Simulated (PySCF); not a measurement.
# C7H11FN: the cost of one run

Programs: PySCF 2.14.0, with routines of our own; each step states its level. All values are computed. Atoms count from 0.

### Step 1. The starting structure

20 atoms, charge 1, multiplicity 1; geometry from: GFN2-xTB.

### Step 2. Magnetic properties: GIAO B3LYP/pcSseg-1

Job settings and geometry (Å):

```
{"job": {"kind": "mag", "xc": "B3LYP", "basis": "pcSseg-1", "isotopologues": 0}, "charge": 1, "multiplicity": 1}
C      3.319433     0.029907    -0.275634
C      2.338422     0.526111     0.211508
C      1.277134     1.207098     0.852098
F      1.664143     2.217334     1.626977
C     -0.039069     0.970892     0.780196
N     -0.673226    -0.080341    -0.004707
C     -0.198958    -1.407523     0.444817
C     -0.369977     0.102737    -1.441139
C     -2.135464    -0.003765     0.189301
H      4.158990    -0.425280    -0.717084
H     -0.700077     1.605953     1.348639
H      0.874747    -1.496372     0.288812
H     -0.411021    -1.536852     1.505311
H     -0.705481    -2.192450    -0.114181
H     -0.881101    -0.658320    -2.028608
H     -0.706271     1.085870    -1.767984
H      0.702348     0.024383    -1.612443
H     -2.628064    -0.782907    -0.389985
H     -2.383234    -0.140795     1.240849
H     -2.508424     0.964998    -0.139778
```

Method: GIAO B3LYP/pcSseg-1 magnetisability, rotational g tensor and spin-rotation constants, non-relativistic, gas phase.

Started as:

```sh
$ OMP_NUM_THREADS=1 python excited_run.py task.json out
```

This one command runs all jobs of the session in turn.

**Question.** How long does this first job take on 1 thread of Intel Xeon 6975P-C, shared host, and how much memory does it need?

About 37 s, with a peak of 1 GiB.
